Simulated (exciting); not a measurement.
# Ge (I4/mmm) in exciting: reference runs

Aim: a first look at Ge with PBEsol, on the cell as given.

Program: exciting (release sodium). These are calculated values, not measurements. Logs are shortened: lines on timing, memory, paths and dates and some standing lists are left out, and cuts for length are marked.

### Step 1. Starting point

It takes space group I4/mmm (No. 139, tetragonal). The conventional cell has a = 3.217 Å, b = 3.217 Å, c = 3.746 Å, α = 90.00°, β = 90.00°, γ = 90.00°. Around Ge (site symmetry 4/mmm) lie 12 Ge at 2.95 to 3.22 Å.

The cell was built by a generator and needn't be a form met in nature.

### Step 2. Single point, PBEsol

File input.xml:

```xml
<input>
  <title>Ge</title>
  <structure speciespath="./" tshift="false">
    <crystal scale="1">
      <basevect>-3.039473293371 3.039473293371 3.539797182126</basevect>
      <basevect>3.039473293371 -3.039473293371 3.539797182126</basevect>
      <basevect>3.039473293371 3.039473293371 -3.539797182126</basevect>
    </crystal>
    <species speciesfile="Ge.xml" rmt="2">
      <atom coord="0.500000000000 0.500000000000 0.000000000000"/>
    </species>
  </structure>
  <groundstate do="fromscratch" ngridk="12 12 12" rgkmax="9" gmaxvr="14" lmaxapw="10" lmaxmat="10" lmaxvr="8" xctype="GGA_PBE_SOL" stype="Fermi Dirac" swidth="0.00183747" nempty="8" ValenceRelativity="iora*" epsengy="1e-05" epspot="1e-05" maxscl="60" tforce="true" outputlevel="normal"/>
</input>
```

Potentials or basis: all-electron LAPW+lo, shipped species files, valence relativity iora*.

Run with:

```sh
$ OMP_NUM_THREADS=1 exciting_smp
```

INFO.OUT:

```text
================================================================================
EXCITING SODIUM started
[... 10 lines left out ...]

 Lattice vectors (cartesian) :
     -3.0394732934      3.0394732934      3.5397971821
      3.0394732934     -3.0394732934      3.5397971821
      3.0394732934      3.0394732934     -3.5397971821

 Reciprocal lattice vectors (cartesian) :
      0.0000000000      1.0335977159      0.8875063999
      1.0335977159      0.0000000000      0.8875063999
      1.0335977159      1.0335977159      0.0000000000

 Unit cell volume                           :     130.8082194309
 Brillouin zone volume                      :       1.8962891974

 Species :    1 (Ge)
     parameters loaded from                 :    Ge.xml
     name                                   :    germanium
     nuclear charge                         :     -32.00000000
     electronic charge                      :      32.00000000
     atomic mass                            :  132359.93290000
     muffin-tin radius                      :       2.00000000
     # of radial points in muffin-tin       :     350

     atomic positions (lattice) :
       1 :   0.50000000  0.50000000  0.00000000

 Total number of atoms per unit cell        :       1

 Spin treatment                             :    spin-unpolarised

 Number of Bravais lattice symmetries       :      16
 Number of crystal symmetries               :      16

 k-point grid                               :      12   12   12
 Total number of k-points                   :     163
 k-point set is reduced with crystal symmetries

 R^MT_min * |G+k|_max (rgkmax)              :       9.00000000
 Species with R^MT_min                      :       1 (Ge)
 Maximum |G+k| for APW functions            :       4.50000000
 Maximum |G| for potential and density      :      14.00000000

 G-vector grid sizes                        :      25    25    25
 Total number of G-vectors                  :    6091

 Maximum angular momentum used for
     APW functions                          :      10
     computing H and O matrix elements      :      10
     potential and density                  :       8
     inner part of muffin-tin               :       2

 Total nuclear charge                       :     -32.00000000
 Total electronic charge                    :      32.00000000
 Total core charge                          :      18.00000000
 Total valence charge                       :      14.00000000

 Number of empty states                     :       8
 Total number of valence states             :      16

 Maximum Hamiltonian size                   :     228
 Maximum number of plane-waves              :     214
 Total number of local-orbitals             :      14

 Exchange-correlation type                  :      22
     PBEsol, Phys. Rev. Lett. 100, 136406 (2008)
     Generalised gradient approximation (GGA)

 Smearing scheme                            :    Fermi-Dirac
 Smearing width                             :       0.00183747

 Using multisecant Broyden potential mixing
[... 6 lines left out ...]
* Groundstate module started                                                   *
********************************************************************************
 Output level for this task is set to normal

++++++++++++++++++++++++++++++++++++++++++++++++++++++++++++++++++++++++++++++++
[... 5 lines left out ...]
+ SCF iteration number :    1                                                  +
++++++++++++++++++++++++++++++++++++++++++++++++++++++++++++++++++++++++++++++++
 Total energy                               :     -2096.20853464
 _______________________________________________________________
 Fermi energy                               :         0.27651657
 Kinetic energy                             :      2142.54389521
 Coulomb energy                             :     -4160.60340755
 Exchange energy                            :       -76.36150820
 Correlation energy                         :        -1.78751411

 DOS at Fermi energy (states/Ha/cell)       :        13.85310932

 Electron charges :
     core                                   :        18.00000000
     core leakage                           :         0.00322887
     valence                                :        14.00000000
     interstitial                           :         2.57422152
     charge in muffin-tin spheres :
                  atom     1    Ge          :        29.42577848
     total charge in muffin-tins            :        29.42577848
     total charge                           :        32.00000000

++++++++++++++++++++++++++++++++++++++++++++++++++++++++++++++++++++++++++++++++
+ SCF iteration number :    2                                                  +
++++++++++++++++++++++++++++++++++++++++++++++++++++++++++++++++++++++++++++++++
 Total energy                               :     -2096.90400439
 _______________________________________________________________
 Fermi energy                               :         0.27405287
 Kinetic energy                             :      2142.16285762
 Coulomb energy                             :     -4160.89740139
 Exchange energy                            :       -76.38178157
 Correlation energy                         :        -1.78767905

 DOS at Fermi energy (states/Ha/cell)       :        13.42084702

 Electron charges :
     core                                   :        18.00000000
     core leakage                           :         0.00320560
     valence                                :        14.00000000
     interstitial                           :         2.56717092
     charge in muffin-tin spheres :
                  atom     1    Ge          :        29.43282908
     total charge in muffin-tins            :        29.43282908
     total charge                           :        32.00000000
[... 197 lines left out ...]
 RMS change in effective potential (target) :  0.507960E-08  ( 0.100000E-04)
 Absolute change in total energy   (target) :  0.170043E-05  ( 0.100000E-04)
 Charge distance                   (target) :  0.641646E-08  ( 0.100000E-04)
 Abs. change in max-nonIBS-force   (target) :   0.00000      ( 0.500000E-04)

++++++++++++++++++++++++++++++++++++++++++++++++++++++++++++++++++++++++++++++++
+ SCF iteration number :   10                                                  +
++++++++++++++++++++++++++++++++++++++++++++++++++++++++++++++++++++++++++++++++
 Total energy                               :     -2097.56175929
 _______________________________________________________________
 Fermi energy                               :         0.26775474
 Kinetic energy                             :      2141.59953232
 Coulomb energy                             :     -4160.97991575
 Exchange energy                            :       -76.39368038
 Correlation energy                         :        -1.78769549

 DOS at Fermi energy (states/Ha/cell)       :        12.60869931

 Electron charges :
     core                                   :        18.00000000
     core leakage                           :         0.00318261
     valence                                :        14.00000000
     interstitial                           :         2.55625341
     charge in muffin-tin spheres :
                  atom     1    Ge          :        29.44374659
     total charge in muffin-tins            :        29.44374659
     total charge                           :        32.00000000

 RMS change in effective potential (target) :  0.175205E-08  ( 0.100000E-04)
 Absolute change in total energy   (target) :  0.419457E-06  ( 0.100000E-04)
 Charge distance                   (target) :  0.965820E-09  ( 0.100000E-04)
 Abs. change in max-nonIBS-force   (target) :   0.00000      ( 0.500000E-04)

++++++++++++++++++++++++++++++++++++++++++++++++++++++++++++++++++++++++++++++++
| Convergency criteria checked for the last 2 iterations                       +
| Convergence targets achieved. Performing final SCF iteration                 +
++++++++++++++++++++++++++++++++++++++++++++++++++++++++++++++++++++++++++++++++
 Total energy                               :     -2097.56176012
 _______________________________________________________________
 Fermi energy                               :         0.26775476
 Kinetic energy                             :      2141.59953220
 Coulomb energy                             :     -4160.97991641
 Exchange energy                            :       -76.39368042
 Correlation energy                         :        -1.78769549

 DOS at Fermi energy (states/Ha/cell)       :        12.60871061

 Electron charges :
     core                                   :        18.00000000
     core leakage                           :         0.00318261
     valence                                :        14.00000000
     interstitial                           :         2.55625338
     charge in muffin-tin spheres :
                  atom     1    Ge          :        29.44374662
     total charge in muffin-tins            :        29.44374662
     total charge                           :        32.00000000

++++++++++++++++++++++++++++++++++++++++++++++++++++++++++++++++++++++++++++++++
+ Self-consistent loop stopped                                                 +
++++++++++++++++++++++++++++++++++++++++++++++++++++++++++++++++++++++++++++++++
 STATE.OUT is written

--------------------------------------------------------------------------------
- Writing atomic positions and forces                                          -
--------------------------------------------------------------------------------

 Atomic positions (lattice) :
 atom     1  Ge  :     0.50000000    0.50000000    0.00000000

 Total atomic forces including IBS (cartesian) :
 atom     1  Ge  :     0.00000000    0.00000000    0.00000000

 Atomic force components including IBS (cartesian) :
 atom     1  Ge  :     0.00000000    0.00000000    0.00000000   HF force
                 :     0.00000000    0.00000000    0.00000000   core correction
                 :     0.00000000    0.00000000    0.00000000   IBS correction

********************************************************************************
* Groundstate module stopped                                                   *
********************************************************************************

--------------------------------------------------------------------------------
- CAUTION! Warnings have been written in file WARNING.OUT !                    -
--------------------------------------------------------------------------------
================================================================================
| EXCITING SODIUM stopped                                                      =
================================================================================
```

It took 1.8 min on 1 thread of AMD EPYC, shared host; peak memory 0.1 GiB.

What came out:

```
Free energy                                       : -57077.5672 eV
Band gap on the k mesh                            : none (metal or under the smearing width)
All electrons inside the program's atomic spheres : Ge 29.44 (radii Ge 2.0 bohr)
```

Levels at points of the mesh, in eV from the Fermi level:
| k point | band 5 | band 6 | band 7 | band 8 | band 9 | band 10 |
| --- | --- | --- | --- | --- | --- | --- |
| (0.00, 0.00, 0.00) | -24.69 | -13.03 | 8.51 | 8.81 | 8.81 | 13.76 |
| (0.50, 0.00, 0.00) | -24.67 | -7.80 | -5.40 | 5.04 | 7.26 | 10.23 |
| (0.50, 0.50, 0.00) | -24.65 | -6.74 | -4.86 | 3.09 | 4.57 | 7.65 |
| (0.50, 0.50, 0.50) | -24.66 | -3.62 | -2.48 | 0.69 | 0.69 | 4.40 |

Caveat: the log's total energy holds no entropy term; the free energy is that total less TS from the occupations.
